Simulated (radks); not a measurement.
# Co³⁺ in [Ar] 3d6: an all-electron calculation

Aim: the levels, the sizes of the orbitals and the parts of the energy of the cobalt ion Co3+.

The numbers are computed with radks (a radial shooting solver on a logarithmic mesh, Libxc functionals) version 1 (scalar-relativistic Kohn-Sham, r2SCAN, spin-unpolarised, spherical densities, finite nucleus), except any that are marked as measured or tabulated.

## (1) What is computed

- element: cobalt (Z = 27)
- charge: +3
- electrons: 24
- configuration: [Ar] 3d6
- nuclear rms radius: 3.7875 fm

Outer shells as boxes (Hund's rule):

Co³⁺
```
[Ar] core
3d [↑↓][↑ ][↑ ][↑ ][↑ ]
```

In the logs a row gives level, spin channel, occupation and eigenvalue; Etot, Ekin, Encl (electron-nucleus), Eh (Hartree) and Exc are energies, all in hartree; err is the last residual, it the number of iterations.

## (2) The run

Input:

```text
Z 27
configuration [Ar] 3d6 4s0 4p0 4d0 4f0
relativity scalar-relativistic
functional r2scan,r2scan
spin unpolarised
nucleus finite rms 3.7875 fm
c 137.035999084
```

Command:

```
python run_ks.py task.json out
```

All runs below come from this command, one after another.

The log of the run:

```text
1s      1   2.0000        -281.42079119
2s      1   2.0000         -34.83870556
2p      1   6.0000         -29.98633769
3s      1   2.0000          -5.30168563
3p      1   6.0000          -3.88959208
3d      1   6.0000          -1.65949980
4s      1   0.0000          -1.14714056
4p      1   0.0000          -0.86663029
4d      1   0.0000          -0.50501561
4f      1   0.0000          -0.29863653
Etot -1391.0858527674116
Ekin 1409.1696165460457
Encl -3298.6403756413492
Eh 556.8814387646097
Exc -58.49653243671785
err 4.325022290247869e-07
it 13
```

Residual by iteration: 6.4e+00, 3.2e+00, 5.4e-01, 4.7e-01, 2.5e-02, 5.3e-03, 6.0e-04, 6.7e-05, 2.8e-05, 1.2e-05, 9.7e-06, 4.3e-07, 4.3e-07.

## (3) Orbitals and density

From the orbitals of this run (lengths in bohr):

| level | occupation | energy (eV) | <r> | outermost maximum (interpolated) | 90 % within | nodes |
| --- | --- | --- | --- | --- | --- | --- |
| 1s | 2 | -7657.8 | 0.05620 | 0.0368 | 0.100 | 0 |
| 2s | 2 | -948.01 | 0.2550 | 0.213 | 0.395 | 1 |
| 2p | 6 | -815.97 | 0.2248 | 0.172 | 0.368 | 0 |
| 3s | 2 | -144.27 | 0.7679 | 0.667 | 1.15 | 2 |
| 3p | 6 | -105.84 | 0.8053 | 0.676 | 1.24 | 1 |
| 3d | 6 | -45.157 | 0.9367 | 0.658 | 1.57 | 0 |
| 4s | 0 | -31.215 | 2.201 | 1.96 | 3.21 | 3 |
| 4p | 0 | -23.582 | 2.553 | 2.25 | 3.74 | 2 |

Radial density 4πr²ρ:

| r (bohr) | 4πr²ρ (e/bohr) |
| --- | --- |
| 0.00242 | 0.9720 |
| 0.00361 | 1.997 |
| 0.00539 | 3.975 |
| 0.00804 | 7.548 |
| 0.0120 | 13.37 |
| 0.0179 | 21.34 |
| 0.0267 | 29.32 |
| 0.0398 | 32.70 |
| 0.0594 | 29.00 |
| 0.0886 | 25.64 |
| 0.132 | 32.21 |
| 0.197 | 36.07 |
| 0.294 | 22.31 |
| 0.439 | 14.39 |
| 0.655 | 18.42 |
| 0.977 | 11.74 |
| 1.46 | 3.130 |
| 2.17 | 0.3956 |
| 3.24 | 0.01921 |

Electron localisation function: r (bohr), ELF and a bar.

```
  0.00186  1.00 ##############################
  0.00277  1.00 ##############################
  0.00414  1.00 ##############################
  0.00618  1.00 ##############################
  0.00921  1.00 ##############################
   0.0137  1.00 ##############################
   0.0205  1.00 ##############################
   0.0306  0.98 ##############################
   0.0456  0.89 ###########################
   0.0681  0.44 #############
    0.102  0.31 #########
    0.152  0.71 #####################
    0.226  0.81 ########################
    0.337  0.28 ########
    0.503  0.40 ############
    0.750  0.78 #######################
     1.12  0.60 ##################
     1.67  0.14 ####
     2.49  0.01 
     3.72  0.00
```

Radial Coulomb (F) and exchange (G) integrals, eV:

| integral | shells | value |
| --- | --- | --- |
| F0 | 3d, 3d | 26.785 |
| F2 | 3d, 3d | 12.517 |
| F4 | 3d, 3d | 7.812 |
| F0 | 3d, 3p | 28.443 |
| F2 | 3d, 3p | 13.548 |
| G1 | 3d, 3p | 16.757 |
| G3 | 3d, 3p | 10.200 |
| F0 | 3d, 3s | 29.038 |
| G2 | 3d, 3s | 12.774 |
| F0 | 3d, 2p | 37.144 |

X-ray form factor f at sin θ/λ (1/Å): 0.05: 23.76, 0.15: 22.01, 0.25: 19.20, 0.4: 14.72, 0.6: 10.34, 1: 6.74, 1.5: 4.94.

## (4) Results

| quantity | value |
| --- | --- |
| total energy | -1391.08585 hartree |
| exchange-correlation share of it | 4.21 % |
| −T/E | 1.0130 |
| highest occupied level | 3d, -45.157 eV |
| most extended occupied level | 3d, <r> = 0.937 bohr |
| radius at density 0.001 e/bohr³ | 2.70 bohr |
| maxima of the radial density | 3 |
| ionisation energy, NIST | 51.3 (semi-emp.) eV |

The radial density shows 3 maxima for 3 occupied principal shells. Relativity lifts −T/E to 1.013. Minus the highest eigenvalue, 45.157 eV, is 88 % of the tabulated ionisation energy (51.3 eV); the potential of a semilocal functional falls off too fast, so its top eigenvalue is too shallow. Spin polarisation and multiplet splitting are left out.
